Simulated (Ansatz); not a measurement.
# AlGe+ (quintet): the correlation ladder, cc-pVDZ

How much of the correlation energy of AlGe+ (quintet) does each wave-function method recover here?

Method: cc-pVDZ, core rule «outside noble gas», up to 19 orbitals frozen; program: Ansatz 0.2.0, Gaussian basis.

To be run: UHF; CCSD(T) on ROHF; CCSD(T) on UHF; BCCD(T) on ROHF; CISD as a restricted active space (open shells left free, so some higher excitations enter); CCSDT(Q) on ROHF; CCSDT(Q) on UHF; CISDTQ; CASSCF and MRCISD+Q, 6 electrons in 8 orbitals; CASSCF and MRCISD+Q(relaxed), 6 electrons in 8 orbitals; CASSCF and NEVPT2, 6 electrons in 8 orbitals; Full CI.

13 further runs of the same task are left out: 4 that didn't finish, 9 set aside as unsound or not needed. Runs told in other sessions of the task aren't counted.

## (1) The system

The geometry is a PBE0/def2-TZVP stationary point (not a proven minimum) of the parent state, kept for this charge and spin. No spin-orbit coupling is included. The filled d shell of Ge may be among the frozen orbitals whatever the setting's name suggests.

2 atoms, charge 1, spin multiplicity 5.

Atoms are counted from 1 here; the program's logs count them from 0.

Bond lengths: Ge1–Al2 2.467 Å.

## (2) UHF

The input, in.yaml:

```yaml
crystal:
  periodic: [false, false, false]
  atoms:
    - {symbol: Ge, position_ang: [0.000000, 0.000000, 0.000000]}
    - {symbol: Al, position_ang: [0.000000, 0.000000, 2.466944]}
basis:
  gaussian: {orbitals: cc-pVDZ}
total_charge: 1
magnetization: {spin_polarized: true, initial_magnetization: 4}
hamiltonian: {xc: hf}
output: {orbitals: {seedname: orbitals}}
```

Command:

```
$ ansatz run in.yaml --threads 1 --pin off --events-out ev --progress --plain --max-ram 2393MiB
```

Further steps of the session: CCSD(T) on ROHF; CCSD(T) on UHF; BCCD(T) on ROHF; CISD as a restricted active space (open shells left free, so some higher excitations enter); CCSDT(Q) on ROHF; CCSDT(Q) on UHF; CISDTQ; CASSCF and MRCISD+Q, 6 electrons in 8 orbitals; CASSCF and MRCISD+Q(relaxed), 6 electrons in 8 orbitals; CASSCF and NEVPT2, 6 electrons in 8 orbitals; Full CI.

**Question.** What will the summary of the whole plan be? Wanted: FCI from the RHF energy; RMP2 from FCI; UMP2 from FCI; RCCSD from FCI; RCCSD(T) from FCI; UCCSD(T) from FCI; RCCSDT(Q) from FCI; UCCSDT(Q) from FCI; NEVPT2 valence from FCI.

The runs gave:

| quantity | value |
| --- | --- |
| FCI from the ROHF energy | -2.4644 eV |
| RMP2 from FCI | +64.4 kJ/mol |
| UMP2 from FCI | +63.4 kJ/mol |
| RCCSD from FCI | +16.0 kJ/mol |
| RCCSD(T) from FCI | +4.4 kJ/mol |
| UCCSD(T) from FCI | +2.9 kJ/mol |
| RCCSDT(Q) from FCI | 0.0 kJ/mol |
| UCCSDT(Q) from FCI | -1.5 kJ/mol |
| NEVPT2 valence from FCI | +33.8 kJ/mol |
| MRCISD+Q valence from FCI | +0.1 kJ/mol |
| MRCISD+Q(relaxed) valence from FCI | -1.7 kJ/mol |
| levels within 1 kcal/mol (43 meV) | UCCSD(T), RCCSDT, UCCSDT, CISDTQ, RCCSDT(Q), UCCSDT(Q), MRCISD+Q valence, MRCISD+Q(relaxed) valence |
| T1 diagnostic | 0.042 |
| effectively unpaired electrons | 4.04 |

What this shows: RCCSD(T) misses by +4.4 kJ/mol, 1.8 % of the correlation energy. UCCSDT, UCCSDT(Q), MRCISD+Q(relaxed) valence fall below full CI: unrestricted runs freeze a spin-polarised core, another one than full CI's, and coupled cluster isn't variational. The occupations are near whole numbers, but T1 = 0.042 shows that the orbitals relax strongly. Of the multireference levels listed MRCISD+Q valence comes nearest in total energy (+0.1 kJ/mol), which doesn't show that its space is the better one. These misses are within one basis, not against nature; the frozen cores of restricted and unrestricted runs differ, which can shift their rows.

Levels on UHF freeze UHF's core orbitals, full CI those of ROHF, so the U rows can settle a little off it for that reason alone.

With open shells the CI space here admits some higher excitations, so it is larger than plain CISD.
